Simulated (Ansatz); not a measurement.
# InH2+ (triplet): wave-function methods side by side at a displaced geometry (v1), def2-TZVPP

One table from this session's results is given with a row withheld; the runs are named, their logs left out.

Program: Ansatz 0.2.0, Gaussian basis. Level of theory: def2-TZVPP, core rule «outside noble gas», up to 9 orbitals frozen. These are calculated values, not measurements.

Plan: UHF; CCSD(T) on ROHF; CCSD(T) on UHF; BCCD(T) on ROHF; CCSDT(Q) on ROHF; CCSDT(Q) on UHF; CASSCF and MRCISD+Q, 4 electrons in 6 orbitals; CASSCF and NEVPT2, 4 electrons in 6 orbitals; Full CI.

9 further runs of the same task are left out: 2 for a known fault of the program, 2 that didn't finish, 5 set aside as unsound or not needed.

## The system

The geometry is a PBE0/def2-TZVP stationary point (not a proven minimum) with its atoms shifted at random (size 0.040 Å). No spin-orbit coupling is included. Elements past krypton take def2 core potentials.

3 atoms, charge 1, spin multiplicity 3.

Atoms are counted from 1 here; the program's logs count them from 0.

Bond lengths: In1–H2 1.948 Å, In1–H3 1.898 Å. Angles: H2–In1–H3 70.8°.

The first run:

Contents of in.yaml:

```yaml
crystal:
  periodic: [false, false, false]
  atoms:
    - {symbol: In, position_ang: [-0.000399, -0.000233, -0.027044]}
    - {symbol: H, position_ang: [-0.001233, 1.126917, 1.561621]}
    - {symbol: H, position_ang: [0.046731, -1.100359, 1.519008]}
basis:
  gaussian: {orbitals: def2-TZVPP}
total_charge: 1
magnetization: {spin_polarized: true, initial_magnetization: 2}
hamiltonian: {xc: hf}
output: {orbitals: {seedname: orbitals}}
```

Command:

```sh
> ansatz run in.yaml --threads 1 --pin off --events-out ev --progress --plain --max-ram 2393MiB
```

Among the steps run: UHF; CCSD(T) on ROHF; CCSD(T) on UHF; BCCD(T) on ROHF; CCSDT(Q) on ROHF; CCSDT(Q) on UHF; CASSCF and MRCISD+Q, 4 electrons in 6 orbitals; CASSCF and NEVPT2, 4 electrons in 6 orbitals; Full CI.

One table of the session follows, with a row left open; its other results are not shown here.

| method | from FCI (kcal/mol) |
| --- | --- |
| ROHF | +41.17 |
| UHF | +31.15 |
| RMP2 | ? |
| UMP2 | +9.83 |
| RCCSD | +0.88 |
| UCCSD | +0.11 |
| RCCSD(T) | +0.17 |
| UCCSD(T) | -0.42 |
| BCCD(T) | +0.18 |
| RCCSDT | -0.05 |
| UCCSDT | -0.64 |
| RCCSDT(Q) | -0.05 |
| UCCSDT(Q) | -0.64 |
| CASSCF valence | +14.37 |
| NEVPT2 valence | +3.80 |
| MRCISD valence | +0.22 |
| MRCISD+Q valence | -0.01 |
| FCI | 0 |

Q: Estimate the row for RMP2 from the others.

The run gave: from FCI (kcal/mol): +9.67. In the column «from FCI (kcal/mol)» it lies between NEVPT2 valence (+3.80) and UMP2 (+9.83).

To keep in mind: UCCSD(T), RCCSDT, UCCSDT, RCCSDT(Q), UCCSDT(Q) fall below full CI: unrestricted runs freeze a spin-polarised core, another one than full CI's, and coupled cluster isn't variational. Levels on UHF freeze UHF's core orbitals, full CI those of ROHF, so the U rows can settle a little off it for that reason alone. Restricted and unrestricted rows rest on different reference determinants; where their highest levels disagree by more than a few hundredths of an eV, they describe different states and don't form one ladder.
